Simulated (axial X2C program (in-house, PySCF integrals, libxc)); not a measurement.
**GeH: properties at the nuclei**

Wanted for GeH: properties at the nuclei, at the two-component level.

Computed with an in-house X2C program for linear molecules on PySCF integrals. Level: two-component X2C with atomic mean-field terms, Ge dyall-cv3z, H dyall-v3z.

All values are calculated.

### Step 1. The job

The input, task.json:

```json
{
 "zs": [
  32,
  1
 ],
 "q": 0,
 "bas": [
  "dyall-cv3z",
  "dyall-v3z"
 ],
 "r0": 1.53,
 "levels": [
  "PBE0",
  "HF",
  "TPSSh",
  "BHandHLYP",
  "r2SCAN"
 ],
 "nst": 3
}
```

Keys: zs atomic numbers; q charge; bas basis sets; r0 starting distance in Å; levels methods (HF also brings MP2); nst determinants followed.

The run is started by

```sh
> python soeom.py task.json out
```

Nuclei are Gaussian, cores are contracted, and the Gaunt term is on.

### Step 2. Expectation values, lowest determinant

R = 1.598 Å. State: Ω = 1/2 (excess of +ω over −ω: ω = 1/2).

Output of the PBE0 run:

```text
two-component X2C + atomic mean field  PBE0
basis functions 125  fitting functions 710  grid points 5071
iter        total energy     max residual
   1      -2098.464186342     2.12e-05
   2      -2098.464186362     2.26e-05
   3      -2098.464186368     6.31e-06
   4      -2098.464186369     3.05e-06
converged
one-electron -2942.60964840  Coulomb 914.52790017  exact exchange -19.69801897  xc functional -60.55984344  nuclear repulsion 10.59679021  atomic mean-field constant -0.72136594
```

The highest occupied spinor is 96% Ge p, 3% H p.

| level | Eeff magnitude (GV/cm) | Ws magnitude Ge (kHz) | A∥/gI Ge (MHz) | qzz Ge (a.u.) | A∥/gI H (MHz) | qzz H (a.u.) | μ (D) |
| --- | --- | --- | --- | --- | --- | --- | --- |
| PBE0 | 0.107 | 0.0846 | 1500 | -3.50 | 12.8 | 0.10 | -0.19 |
| HF | 0.251 | 0.203 | 1300 | -3.43 | 14.1 | 0.11 | -0.10 |
| TPSSh | 0.12 | 0.0975 | 1480 | -3.43 | 10.9 | 0.10 | -0.21 |
| BHandHLYP | 0.0511 | 0.0359 | 1380 | -3.44 | 10.5 | 0.10 | -0.23 |
| r2SCAN | 0.223 | 0.183 | 1690 | -3.56 | 13.2 | 0.10 | -0.18 |

Eeff is the effective electric field on the electron dipole moment in this Ω state and Ws the scalar–pseudoscalar constant (defined with the proton number Z and per Ω); A∥ is the parallel hyperfine constant, which follows by multiplying with the nuclear g factor gI = μI/(I μN); qzz is the electric field gradient, eQq0 = 234.96 MHz × Q/barn × qzz; μ is positive if H is the positive end. The operators were transformed with the bare-nucleus X2C matrices.

### Step 3. Expectation values, a higher determinant

R = 1.598 Å. State: Ω = 3/2 (excess of +ω over −ω: ω = 3/2), 0.12 eV above the lowest in the PBE0 search for states (made at or near this distance, with looser thresholds).

Output of the PBE0 run:

```text
two-component X2C + atomic mean field  PBE0
basis functions 125  fitting functions 710  grid points 5071
iter        total energy     max residual
   1      -2098.459879865     2.12e-05
   2      -2098.459879887     1.26e-05
   3      -2098.459879892     8.36e-06
   4      -2098.459879896     4.54e-06
   5      -2098.459879897     3.65e-07
converged
one-electron -2942.52717256  Coulomb 914.44736395  exact exchange -19.69749539  xc functional -60.55800017  nuclear repulsion 10.59679021  atomic mean-field constant -0.72136594
```

The highest occupied spinor is 96% Ge p, 3% H p.

| level | Eeff magnitude (GV/cm) | Ws magnitude Ge (kHz) | A∥/gI Ge (MHz) | qzz Ge (a.u.) | A∥/gI H (MHz) | qzz H (a.u.) | μ (D) |
| --- | --- | --- | --- | --- | --- | --- | --- |
| PBE0 | 0.32 | 0.0874 | 230 | -3.64 | 0.0683 | 0.10 | -0.18 |
| HF | 1.14 | 0.317 | 230 | -3.56 | -0.323 | 0.11 | -0.09 |
| TPSSh | 0.307 | 0.0842 | 248 | -3.58 | 0.717 | 0.10 | -0.21 |
| BHandHLYP | 0.295 | 0.0801 | 271 | -3.59 | 0.798 | 0.10 | -0.23 |
| r2SCAN | 0.407 | 0.112 | 178 | -3.70 | 0.0373 | 0.10 | -0.17 |

### Step 4. Results

| quantity | value |
| --- | --- |
| lowest determinant | Ω = 1/2 (excess of +ω over −ω: ω = 1/2) |
| Eeff magnitude (GV/cm), PBE0 | 0.107 |
| Ws magnitude Ge (kHz), PBE0 | 0.0846 |
| A∥/gI Ge (MHz), PBE0 | 1500 |
| qzz Ge (a.u.), PBE0 | -3.50 |
| higher determinant | Ω = 3/2 (excess of +ω over −ω: ω = 3/2) |
| Eeff magnitude (GV/cm), PBE0, higher determinant | 0.32 |
| Ws magnitude Ge (kHz), PBE0, higher determinant | 0.0874 |
| A∥/gI Ge (MHz), PBE0, higher determinant | 230 |
| qzz Ge (a.u.), PBE0, higher determinant | -3.64 |

What this shows: In the first state, the effective field runs from 0.0511 to 0.251 GV/cm over the mean-field levels, so the levels don't agree on it. The expectation values come from single determinants, which for open shells can mix terms of unlike spin or miss the lowest Ω, so a determinant need not be a state. Eeff is the effective electric field on the electron dipole moment in this Ω state and Ws the scalar–pseudoscalar constant (defined with the proton number Z and per Ω); A∥ is the parallel hyperfine constant, which follows by multiplying with the nuclear g factor gI = μI/(I μN); qzz is the electric field gradient, eQq0 = 234.96 MHz × Q/barn × qzz; μ is positive if H is the positive end. The operators were transformed with the bare-nucleus X2C matrices.
